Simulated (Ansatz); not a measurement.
# CaZrF6: the cost of one run

Program: the Python package of Ansatz 0.2.0. Level of theory: DFT LDA, plane waves, PAW. These are calculated values, not measurements.

### Step 1. The system

CaZrF6 Fm-3m: The structure is cubic, space group Fm-3m (No. 225). Conventional cell: a = 8.537 Å, b = 8.537 Å, c = 8.537 Å, α = 90.00°, β = 90.00°, γ = 90.00°. Ca (site symmetry m-3m) has 6 F at 2.25 Å as nearest neighbours. Around Zr (site symmetry m-3m) lie 6 F at 2.02 Å. F (site symmetry 4mm) is surrounded by 1 Zr at 2.02 Å and 1 Ca at 2.25 Å.

Ca Fm-3m: It takes space group Fm-3m (No. 225, cubic). Conventional cell: a = 5.588 Å, b = 5.588 Å, c = 5.588 Å, α = 90.00°, β = 90.00°, γ = 90.00°. Around Ca (site symmetry m-3m) lie 12 Ca at 3.95 Å.

ZrF6 Fm-3m: The structure is cubic, space group Fm-3m (No. 225). Conventional cell: a = 8.537 Å, b = 8.537 Å, c = 8.537 Å, α = 90.00°, β = 90.00°, γ = 90.00°. Zr (site symmetry m-3m) is surrounded by 6 F at 2.02 Å. F (site symmetry 4mm) has 1 Zr at 2.02 Å as nearest neighbours.

cazrf6_cazrf6.cif, read by the script:

```cif
data_CaZrF6
_cell_length_a 6.036358
_cell_length_b 6.036358
_cell_length_c 6.036358
_cell_angle_alpha 60.00000
_cell_angle_beta 60.00000
_cell_angle_gamma 60.00000
_symmetry_space_group_name_H-M 'P 1'
_symmetry_Int_Tables_number 1
loop_
_symmetry_equiv_pos_as_xyz
'x, y, z'
loop_
_atom_site_label
_atom_site_type_symbol
_atom_site_fract_x
_atom_site_fract_y
_atom_site_fract_z
Ca1 Ca    0.500000    0.500000    0.500000
Zr2 Zr    0.000000    0.000000    0.000000
F3 F    0.763812    0.236188    0.236188
F4 F    0.236188    0.763812    0.763812
F5 F    0.236188    0.763812    0.236188
F6 F    0.763812    0.236188    0.763812
F7 F    0.236188    0.236188    0.763812
F8 F    0.763812    0.763812    0.236188
```

Input file cazrf6_ca.extxyz:

```xyz
1
Lattice="0.0 2.7942 2.7942 2.7942 0.0 2.7942 2.7942 2.7942 0.0" Properties=species:S:1:pos:R:3 pbc="T T T"
Ca    0.00000000    0.00000000    0.00000000
```

### Step 2. The script

voltage.py

```python
"""Removing Ca from CaZrF6: voltage and change of volume, after relaxing cells and atoms."""

from collections import Counter
import warnings

import ansatz as az
from ase.io import read
import numpy as np

params = {
    "xc": "LDA",
    "cutoff": 500,
    "k_spacing": 0.27,
    "smearing": "fermi_dirac",
    "width_ev": 0.02,
}


def compute(name, crystal):
    calc = (
        crystal.calculation()
        .functional(params["xc"])
        .basis(params["cutoff"])
        .kpoints(spacing=params["k_spacing"])
        .occupations(params["smearing"], width=params["width_ev"])
        .band_table()
    )
    calc = calc.relax(force_tolerance=0.02, max_steps=60, cell=True)
    return calc.run(threads=1, pin="off")


def counts(outcome):
    return Counter(site.symbol for site in outcome.lattice.sites)


def gap_ev(outcome):
    # nan where the run reports no band edges: a metal, overlapping bands, or a gap that is small against the smearing
    edges = outcome.report.get("band_edges_ev")
    return edges[1] - edges[0] if edges else float("nan")


def main() -> None:
    warnings.simplefilter("ignore")

    phases = {}
    atoms = read("cazrf6_cazrf6.cif")
    cazrf6 = az.Crystal.from_ase(atoms)
    phases["CaZrF6"] = cazrf6
    ca = az.Crystal.from_extxyz("cazrf6_ca.extxyz")
    phases["Ca"] = ca
    # the host keeps the framework and loses every mobile ion
    host = phases["CaZrF6"].resolved()
    for site in phases["CaZrF6"].resolved().sites:
        if site.symbol == "Ca":
            host = host.vacancy("Ca", at=site.position)
    phases["ZrF6"] = host.resolved()

    done = {name: compute(name, crystal) for name, crystal in phases.items()}

    full, empty, metal = done["CaZrF6"], done["ZrF6"], done["Ca"]
    n = counts(full)["Ca"]
    reaction = full.report["energy_sigma0_ev"] - empty.report["energy_sigma0_ev"] - n * metal.report["energy_sigma0_ev"] / len(metal.lattice.sites)
    voltage = -reaction / (2 * n)
    v_full, v_empty = (abs(np.linalg.det(o.lattice.cell_ang)) for o in (full, empty))
    print(f"average voltage {voltage:.3f} V for {n} Ca per cell")
    print(f"cell volume {v_empty:.2f} -> {v_full:.2f} A^3 on insertion ({100 * (v_full / v_empty - 1):+.1f} %)")
    print("gaps on the mesh (eV): full", round(gap_ev(full), 2), "empty", round(gap_ev(empty), 2))


if __name__ == "__main__":
    main()
```

### Step 3. Running it

The run is started by

```console
python voltage.py
```

**Question.** How long does this script take on 1 thread of AMD EPYC 7R43 (Zen 3), shared host, and how much memory does it need?

About 74 s, with a peak of 0.57 GiB.
